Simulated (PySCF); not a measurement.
# C₄H₅N₃O₂+ (doublet): open-shell or spin-flip excitations

What do calculations give for the open-shell or spin-flip excitations of C₄H₅N₃O₂+ (doublet) (`COc1ncnn1C=O`)?

Programs: PySCF 2.14.0, with routines of our own; each step states its level. All values are computed. Atoms count from 0.

### Step 1. The starting structure

14 atoms, charge 1, multiplicity 2; geometry from: GFN2-xTB.

### Step 2. Open-shell or spin-flip excitations: unrestricted TDA PBE0/def2-SVPD

What the job is given:

```
{"job": {"kind": "uabs", "xc": "PBE0", "basis": "def2-SVPD", "nstates": 10, "tda": true}, "charge": 1, "multiplicity": 2}
C     -2.164494    -1.052063    -0.019794
O     -1.264918     0.038286    -0.083797
C     -0.004227    -0.159100     0.015874
N      0.674060    -1.284665     0.182546
C      1.966570    -0.946635     0.226158
N      2.144199     0.348554     0.093811
N      0.921191     0.882599    -0.042356
C      0.738257     2.267858    -0.207631
O     -0.314145     2.785827    -0.331665
H     -2.072076    -1.582295     0.935408
H     -3.162371    -0.628078    -0.130664
H     -1.959858    -1.777561    -0.815889
H      2.765970    -1.650935     0.355619
H      1.731165     2.757736    -0.199786
```

Method: unrestricted TDA PBE0/def2-SVPD, vertical, gas phase, core orbitals frozen in the response.

Run with:

```console
OMP_NUM_THREADS=1 python excited_run.py task.json out
```

One launch serves the whole session: the jobs run in the order shown.

Log:

```text
coarse grid: 12808 points
cycle   1  E = -468.5953526809  dE =  2.424e+00  |g| = 7.618e-01  |ddm| = 4.295e+00
cycle   2  E = -467.0192889872  dE =  1.576e+00  |g| = 1.975e+00  |ddm| = 2.795e+00
cycle   3  E = -468.8085495051  dE = -1.789e+00  |g| = 3.348e-01  |ddm| = 2.185e+00
cycle   4  E = -468.8537803809  dE = -4.523e-02  |g| = 1.230e-01  |ddm| = 5.596e-01
cycle   5  E = -468.8593693740  dE = -5.589e-03  |g| = 4.835e-02  |ddm| = 1.925e-01
cycle   6  E = -468.8602782134  dE = -9.088e-04  |g| = 1.750e-02  |ddm| = 6.312e-02
cycle   7  E = -468.8604164796  dE = -1.383e-04  |g| = 9.410e-03  |ddm| = 2.536e-02
cycle   8  E = -468.8604834915  dE = -6.701e-05  |g| = 4.946e-03  |ddm| = 1.696e-02
cycle   9  E = -468.8605103068  dE = -2.682e-05  |g| = 2.461e-03  |ddm| = 1.216e-02
cycle  10  E = -468.8605220400  dE = -1.173e-05  |g| = 1.564e-03  |ddm| = 8.752e-03
cycle  11  E = -468.8605254862  dE = -3.446e-06  |g| = 8.803e-04  |ddm| = 4.988e-03
final grid: 127088 points
cycle  12  E = -468.9283088517  dE = -1.364e-05  |g| = 1.049e-02  |ddm| = 6.917e-02
cycle  13  E = -468.9281746681  dE =  1.342e-04  |g| = 2.124e-02  |ddm| = 2.940e-02
cycle  14  E = -468.9283507521  dE = -1.761e-04  |g| = 1.852e-03  |ddm| = 1.954e-02
cycle  15  E = -468.9283523376  dE = -1.585e-06  |g| = 5.081e-04  |ddm| = 2.592e-03
cycle  16  E = -468.9283524797  dE = -1.421e-07  |g| = 1.835e-04  |ddm| = 1.004e-03
cycle  17  E = -468.9283525529  dE = -7.322e-08  |g| = 1.281e-04  |ddm| = 5.535e-04
cycle  18  E = -468.9283525979  dE = -4.502e-08  |g| = 6.235e-05  |ddm| = 5.622e-04
cycle  19  E = -468.9283526120  dE = -1.405e-08  |g| = 4.930e-05  |ddm| = 3.752e-04
cycle  20  E = -468.9283526147  dE = -2.711e-09  |g| = 1.470e-05  |ddm| = 1.551e-04
cycle  21  E = -468.9283526151  dE = -3.946e-10  |g| = 8.439e-06  |ddm| = 5.945e-05
converged SCF energy = -468.9283526151

Static polarisability (au): isotropic 77.080, principal 41.833 83.879 105.527

<S^2> of the reference = 0.7597 (exact 0.7500)

Excitations
state   eV       nm        f      <S^2>   main configurations
  1   0.7992   1551.4   0.00012   0.778   Hb->Lb 0.77, H-1b->Lb 0.22
  2   1.1651   1064.2   0.00035   0.778   H-1b->Lb 0.75, Hb->Lb 0.21
  3   1.9793    626.4   0.01335   0.792   H-2b->Lb 0.95
  4   2.4592    504.2   0.00003   0.802   H-4b->Lb 0.89
  5   3.3053    375.1   0.12946   0.779   H-3b->Lb 0.91
  6   3.3525    369.8   0.00003   0.797   H-5b->Lb 0.89
  7   4.0046    309.6   0.00005   2.561   Ha->La 0.68, Hb->L+1b 0.19
  8   4.3895    282.5   0.01266   0.856   H-6b->Lb 0.92
  9   4.6338    267.6   0.00084   0.954   Hb->L+1b 0.70, Ha->La 0.23
 10   5.2019    238.3   0.08755   1.245   H-1a->La 0.68, H-9b->Lb 0.11, H-2b->L+1b 0.09
```

It took 2.1 min on 1 thread of Intel Xeon, shared host; peak memory 0.8 GiB.

Key values:

```
quantity  value
    ⟨S²⟩  0.760
```

Löwdin spin populations:

C0 0.01; O1 0.23; C2 0.07; N3 0.10; C4 0.08; N5 0.36; N6 0.10; C7 -0.01; O8 0.03; H9 0.01; H10 0.00; H11 0.01; H12 0.00; H13 0.00

With diffuse functions Löwdin's scheme smears the spin, so small populations can have the wrong sign.

### Step 3. Open-shell or spin-flip excitations: unrestricted TDA PBE0/def2-SVPD in cyclohexane

Settings changed since step 2:

```diff
@@ -1,2 +1,2 @@
-{"job": {"kind": "uabs", "xc": "PBE0", "basis": "def2-SVPD", "nstates": 10, "tda": true}, "charge": 1, "multiplicity": 2}
+{"job": {"kind": "uabs", "xc": "PBE0", "basis": "def2-SVPD", "nstates": 10, "tda": true, "solvent": "cyclohexane"}, "charge": 1, "multiplicity": 2}
 C     -2.164494    -1.052063    -0.019794
```

Method: unrestricted TDA PBE0/def2-SVPD, vertical, IEF-PCM cyclohexane (non-equilibrium linear response), core orbitals frozen in the response.

Log:

```text
coarse grid: 12808 points
cycle   1  E = -468.6573668365  dE =  2.362e+00  |g| = 7.418e-01  |ddm| = 4.296e+00
cycle   2  E = -467.3015002558  dE =  1.356e+00  |g| = 1.849e+00  |ddm| = 2.661e+00
cycle   3  E = -468.8611150147  dE = -1.560e+00  |g| = 3.198e-01  |ddm| = 2.060e+00
cycle   4  E = -468.9020693430  dE = -4.095e-02  |g| = 1.041e-01  |ddm| = 5.002e-01
cycle   5  E = -468.9062056318  dE = -4.136e-03  |g| = 4.265e-02  |ddm| = 1.705e-01
cycle   6  E = -468.9069684867  dE = -7.629e-04  |g| = 1.172e-02  |ddm| = 5.540e-02
cycle   7  E = -468.9070664005  dE = -9.791e-05  |g| = 7.331e-03  |ddm| = 2.240e-02
cycle   8  E = -468.9071160978  dE = -4.970e-05  |g| = 4.340e-03  |ddm| = 1.448e-02
cycle   9  E = -468.9071384243  dE = -2.233e-05  |g| = 2.676e-03  |ddm| = 1.083e-02
cycle  10  E = -468.9071496656  dE = -1.124e-05  |g| = 1.365e-03  |ddm| = 8.585e-03
cycle  11  E = -468.9071531500  dE = -3.484e-06  |g| = 6.975e-04  |ddm| = 5.096e-03
final grid: 127088 points
cycle  12  E = -468.9749422362  dE = -1.835e-05  |g| = 9.701e-03  |ddm| = 6.944e-02
cycle  13  E = -468.9748415419  dE =  1.007e-04  |g| = 1.880e-02  |ddm| = 2.689e-02
cycle  14  E = -468.9749783679  dE = -1.368e-04  |g| = 1.553e-03  |ddm| = 1.726e-02
cycle  15  E = -468.9749794854  dE = -1.118e-06  |g| = 3.877e-04  |ddm| = 2.119e-03
cycle  16  E = -468.9749795690  dE = -8.362e-08  |g| = 1.668e-04  |ddm| = 8.351e-04
cycle  17  E = -468.9749796169  dE = -4.784e-08  |g| = 1.085e-04  |ddm| = 4.492e-04
cycle  18  E = -468.9749796451  dE = -2.823e-08  |g| = 5.392e-05  |ddm| = 4.228e-04
cycle  19  E = -468.9749796556  dE = -1.046e-08  |g| = 3.981e-05  |ddm| = 3.311e-04
cycle  20  E = -468.9749796574  dE = -1.815e-09  |g| = 1.578e-05  |ddm| = 1.204e-04
cycle  21  E = -468.9749796577  dE = -3.438e-10  |g| = 7.250e-06  |ddm| = 5.841e-05
converged SCF energy = -468.9749796577

Static polarisability (au): isotropic 87.583, principal 45.788 94.517 122.445

<S^2> of the reference = 0.7600 (exact 0.7500)

Excitations
state   eV       nm        f      <S^2>   main configurations
  1   0.9171   1351.9   0.00026   0.780   Hb->Lb 0.62, H-1b->Lb 0.37
  2   1.2833    966.1   0.00031   0.777   H-1b->Lb 0.60, Hb->Lb 0.37
  3   2.0040    618.7   0.01622   0.793   H-2b->Lb 0.96
  4   2.5040    495.1   0.00003   0.802   H-4b->Lb 0.86, H-5b->Lb 0.09
  5   3.2067    386.6   0.15044   0.780   H-3b->Lb 0.93
  6   3.3533    369.7   0.00004   0.797   H-5b->Lb 0.86, H-4b->Lb 0.09
  7   4.1170    301.2   0.00006   2.572   Ha->La 0.67, Hb->L+1b 0.20
  8   4.5000    275.5   0.01690   0.858   H-6b->Lb 0.91
  9   4.7312    262.1   0.00106   0.944   Hb->L+1b 0.69, Ha->La 0.23
 10   5.1558    240.5   0.10464   1.171   H-1a->La 0.72, H-9b->Lb 0.10
```

Run time: 2.2 min. Hardware: 1 thread of Intel Xeon, shared host; peak memory 0.87 GiB.

In short:

```
quantity  value
    ⟨S²⟩  0.760
```

### Step 4. Results

| quantity | value |
| --- | --- |
| lowest and brightest state of nearly pure spin, of 10 (step 2, unrestricted TDA PBE0/def2-SVPD) | 0.80 eV; 3.31 eV, f = 0.129 |
| lowest and brightest state of nearly pure spin, of 10 (step 3, unrestricted TDA PBE0/def2-SVPD in cyclohexane) | 0.92 eV; 3.21 eV, f = 0.150 |

**Reading.** States whose ⟨S²⟩ lies well above the reference's are mixtures of spin states, an artefact of the unrestricted response, and are left out of the summary. The lowest state of nearly pure spin runs from 0.80 to 0.92 eV over the runs.
